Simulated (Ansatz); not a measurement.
# FH₄NO₂Ti: small, medium and large basis sets

The task here is to estimate one member of a computed series from the others.

Method: one geometry, several basis sets; program: Ansatz 0.2.0, Gaussian basis.

Plan: PBE0-D4/def2-SVP; ωB97M-V/def2-SVP; PBE0-D4/def2-QZVPP; ωB97M-V/def2-QZVPP; the functionals' def2-TZVPP values are taken from earlier runs.

**Structure used throughout**

All runs share one geometry, relaxed beforehand with PBE0-D4 in a triple-zeta def2 set.

SMILES `[NH2][Ti]([OH])([OH])[F]`, 9 atoms, charge 0, spin multiplicity 1.

Atoms are counted from 1 here; the program's logs count them from 0.

Bond lengths: N1–Ti2 1.873 Å, N1–H6 1.010 Å, N1–H7 1.010 Å, Ti2–O3 1.790 Å, Ti2–O4 1.789 Å, Ti2–F5 1.777 Å, O3–H8 0.957 Å, O4–H9 0.957 Å. Angles: Ti2–N1–H6 124.5°, Ti2–N1–H7 124.5°, H6–N1–H7 111.0°, N1–Ti2–O3 107.2°, N1–Ti2–O4 108.0°, N1–Ti2–F5 110.8°, O3–Ti2–O4 114.6°, O3–Ti2–F5 109.0°, O4–Ti2–F5 107.3°, Ti2–O3–H8 135.8°, Ti2–O4–H9 134.1°.

Coordinates:

```xyz
9
charge 0, multiplicity 1
N    -0.49171    0.47496   -1.41381
Ti    0.31622    0.09763    0.23311
O     1.16800   -1.46707    0.06024
O    -0.95694    0.11624    1.49049
F     1.49746    1.35479    0.65945
H    -1.29132    1.07973   -1.53417
H    -0.19242    0.09162   -2.29862
H     1.08599   -2.33960    0.44475
H    -1.04680    0.54529    2.34167
```

The first run:

The input, in.yaml:

```yaml
crystal:
  periodic: [false, false, false]
  atoms:
    - {symbol: N, position_ang: [-0.491710, 0.474962, -1.413810]}
    - {symbol: Ti, position_ang: [0.316225, 0.097633, 0.233105]}
    - {symbol: O, position_ang: [1.168004, -1.467068, 0.060239]}
    - {symbol: O, position_ang: [-0.956936, 0.116241, 1.490485]}
    - {symbol: F, position_ang: [1.497464, 1.354789, 0.659451]}
    - {symbol: H, position_ang: [-1.291322, 1.079734, -1.534172]}
    - {symbol: H, position_ang: [-0.192419, 0.091623, -2.298619]}
    - {symbol: H, position_ang: [1.085992, -2.339603, 0.444749]}
    - {symbol: H, position_ang: [-1.046799, 0.545290, 2.341670]}
basis:
  gaussian: {orbitals: def2-SVP}
hamiltonian: {xc: pbe0, dispersion: d4}
output: {orbitals: {seedname: orbitals}}
```

Launch:

```console
$ ansatz run in.yaml --threads 4 --pin off --events-out ev --progress --plain --max-ram 10444MiB
```

Steps of the session up to this table: PBE0-D4 in def2-SVP; ωB97M-V in def2-SVP; PBE0-D4 in def2-QZVPP; ωB97M-V in def2-QZVPP.

One of the session's tables, all rows but one given; the rest of the session is left out.

It belongs to the step «Density functionals: the series». 

| functional | basis | HOMO (eV) |
| --- | --- | --- |
| PBE0-D4 | def2-SVP | ? |
| PBE0-D4 | def2-TZVPP | -7.59 |
| PBE0-D4 | def2-QZVPP | -7.63 |
| ωB97M-V | def2-SVP | -9.63 |
| ωB97M-V | def2-TZVPP | -9.97 |
| ωB97M-V | def2-QZVPP | -10.00 |

Estimate the missing values for PBE0-D4, def2-SVP.

The run gave: HOMO (eV): -7.27. In the column «HOMO (eV)» it is the highest.
